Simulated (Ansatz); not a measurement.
This session for a convergence test of the k-point mesh of Ca, space group Fm-3m with Ansatz 0.2.0 through its Python package holds a mistake.

The script reads `POSCAR`:
```text
Ca
1.0
   0.00000000    2.79420000    2.79420000
   2.79420000    0.00000000    2.79420000
   2.79420000    2.79420000    0.00000000
Ca
1
Direct
   0.00000000    0.00000000    0.00000000
```

Notebook, run cell by cell (the value of a cell's last expression is shown):

```python
import csv

import ansatz as az
from ase.io import read
```

```python
SMEARING = "fermi_dirac"
WIDTH_EV = 0.05
ECUT = 510
XC = "pbe"
```

```python
atoms = read("POSCAR", format="vasp")
crystal = az.Crystal.from_ase(atoms)
```

```python
len(crystal.resolved().sites)
```

    1

```python
base = (
    crystal.calculation()
    .pseudopotentials("paw")
    .occupations(SMEARING, width=WIDTH_EV)
    .basis(ECUT)
    .functional(XC)
)

rows = []
for value in [1.0, 0.6, 0.4, 0.3]:
    rep = base.kpoints(spacing=value).run(outdir="tmp", threads=1, backend="cpu").report
    rows.append((value, rep["free_energy_ev"] / len(rep["lattice"]["sites"]), rep["n_iterations"], rep["n_kpoints"]))
```

    Traceback (most recent call last):
      File "<cell 5>", line 11, in <module>
        rep = base.kpoints(spacing=value).run(outdir="tmp", threads=1, backend="cpu").report
              ~~~~~~~~~~~~~~~~~~~~~~~~~~~~~~~^^^^^^^^^^^^^^^^^^^^^^^^^^^^^^^^^^^^^^^^
    TypeError: Calculation.run() got an unexpected keyword argument 'outdir'

Find the fault and give the corrected session.

The fault: run() has no such keyword. Mended:

```diff
--- before
+++ after
@@
 for value in [1.0, 0.6, 0.4, 0.3]:
-    rep = base.kpoints(spacing=value).run(outdir="tmp", threads=1, backend="cpu").report
+    rep = base.kpoints(spacing=value).run(threads=1, backend="cpu").report
     rows.append((value, rep["free_energy_ev"] / len(rep["lattice"]["sites"]), rep["n_iterations"], rep["n_kpoints"]))
```

The cells in order, each with its output:

(earlier cells as before)

In [5]:
```python
base = (
    crystal.calculation()
    .pseudopotentials("paw")
    .occupations(SMEARING, width=WIDTH_EV)
    .basis(ECUT)
    .functional(XC)
)

rows = []
for value in [1.0, 0.6, 0.4, 0.3]:
    rep = base.kpoints(spacing=value).run(threads=1, backend="cpu").report
    rows.append((value, rep["free_energy_ev"] / len(rep["lattice"]["sites"]), rep["n_iterations"], rep["n_kpoints"]))
```

In [6]:
```python
with open("kconv.csv", "w", newline="") as handle:
    writer = csv.writer(handle)
    writer.writerow(["spacing (1/A)", "F/atom (eV)", "iterations", "k-points"])
    writer.writerows([round(v, 5) if isinstance(v, float) else v for v in row] for row in rows)

# the last row is the reference
for row in rows[:-1]:
    shift = 1000 * (row[1] - rows[-1][1])
    print(f"{row[0]}: {shift:+.2f} meV/atom" + ("  (within 2 meV)" if abs(shift) < 2 else ""))
```
```text
1.0: +389.09 meV/atom
0.6: -58.76 meV/atom
0.4: +10.96 meV/atom
```

`kconv.csv`, as written:
```csv
spacing (1/A),F/atom (eV),iterations,k-points
1.0,-1816.47962,6,3
0.6,-1816.92746,6,8
0.4,-1816.85775,6,10
0.3,-1816.8687,6,20
```

Shifts are counted from the finest mesh, which is itself no proven limit. It ran for 2.4 s on 1 thread of Arm Neoverse V1, with other jobs on the host, peak memory 0.37 GiB.
